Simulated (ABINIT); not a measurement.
Runs of ABINIT 10.8.3 (patched build) on PtSe. The structure is cubic, space group Fm-3m (No. 225). The conventional cell has a = 5.597 Å, b = 5.597 Å, c = 5.597 Å, α = 90.00°, β = 90.00°, γ = 90.00°. Around Pt (site symmetry m-3m) lie 6 Se at 2.80 Å. Se (site symmetry m-3m) has 6 Pt at 2.80 Å as nearest neighbours. The cell comes from a database or a generator and needn't be the stable form of this composition.

```tsv
share of exact exchange	gap on the mesh (eV)	pressure (GPa)
0.25	none	-16.9
0.05	none	-13.5
0.35	none	-19.1
0.5	none	(b)
0.15	none	(a)
```

Alike in all rows: task single point; level HSE06; potentials or basis SG15 NC PBE v1.2; no spin polarisation; cell as given; k mesh 3 × 3 × 3; cutoff (eV) 707; smearing fermi-dirac 0.05 eV; the mesh is coarse, so values aren't converged.

**Question.** Fill in the values left out.

**Answer.** (a) -15.1; (b) -21.4.

Caveats: all runs use coarse meshes; exact exchange is summed on a coarse mesh, which widens gaps by tenths of an eV; Libxc's HSE differs a little from that of other programs; the potentials were made for another functional, which shifts forces and pressure.

A k mesh can miss the band edges, and the runs leave out spin-orbit coupling on Pt, Se.

A gap of «none» marks a metal or a gap under the smearing width.
